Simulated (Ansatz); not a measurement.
C₂H₃O, SMILES [CH2]C=O: an atomisation energy, run with the Ansatz DFT code, driven from Python.

`c2h3o.xyz`
```text
6

C    -0.46960    0.19690   -0.47120
C     0.49670   -0.23640    0.45180
O     0.21670   -1.09300    1.26940
H    -1.43340   -0.17770   -0.42800
H    -0.26130    0.99590   -1.22140
H     1.49290    0.25030    0.35320
```

The script, `c2h3o_tae.py`:
```python
# -*- coding: utf-8 -*-
"""Atomisation energy of C2H3O at the given geometry."""

from collections import Counter

import ansatz as az

BASIS = "def2-SVP"
FUNCTIONAL = "r2scan0"


def energy(molecule, charge=0, unpaired=0):
    calc = molecule.calculation().basis(gaussian=BASIS).functional(FUNCTIONAL)
    if charge:
        calc = calc.charge(charge)
    if unpaired:
        calc = calc.spin("collinear", total=unpaired)
    report = calc.run(threads=1, pin="off").report
    if report["published_state_doubts"]:
        print("  doubts:", report["published_state_doubts"])
    return report["free_energy_ev"]


def main():
    molecule = az.Crystal.molecule_from_extxyz("c2h3o.xyz")

    # Hund ground states
    unpaired = {"C": 2, "O": 2, "H": 1}
    counts = Counter(site.symbol for site in molecule.cartesian_sites)
    atom_energy = {s: energy(az.Crystal.molecule().atom(s, (0, 0, 0)), 0, unpaired[s]) for s in counts}
    whole = energy(molecule, 0, 1)
    for s, e in atom_energy.items():
        print(f"{s:2s} x{counts[s]}  {e:14.5f} eV")
    print(f"C2H3O: {whole:.5f} eV")
    split = sum(counts[s] * e for s, e in atom_energy.items()) - whole
    print(f"atomisation energy (no zero-point term): {23.060548 * split:.1f} kcal/mol, {split / sum(counts.values()):.3f} eV an atom")


if __name__ == "__main__":
    main()
```

What does it cost to take this molecule apart into atoms?

570.9 kcal/mol from the electronic energies, without the zero-point term.

The run itself:

```console
$ python c2h3o_tae.py
C  x2     -1028.27257 eV
O  x1     -2039.81524 eV
H  x3       -13.58464 eV
C2H3O: -4161.87168 eV
atomisation energy (no zero-point term): 570.9 kcal/mol, 4.126 eV an atom
```

Reading the output:
- The settings weren't tested for convergence.
- The geometry is a force-field or estimated start, not a minimum of this method, and the basis set is short of its limit. All parts are taken at fixed geometry, without zero-point energy.
- The species is open-shell (spin multiplicity 2).
- The whole script took 4.9 s on 1 thread of Arm Neoverse V2 (shared host), peak memory 0.2 GiB.
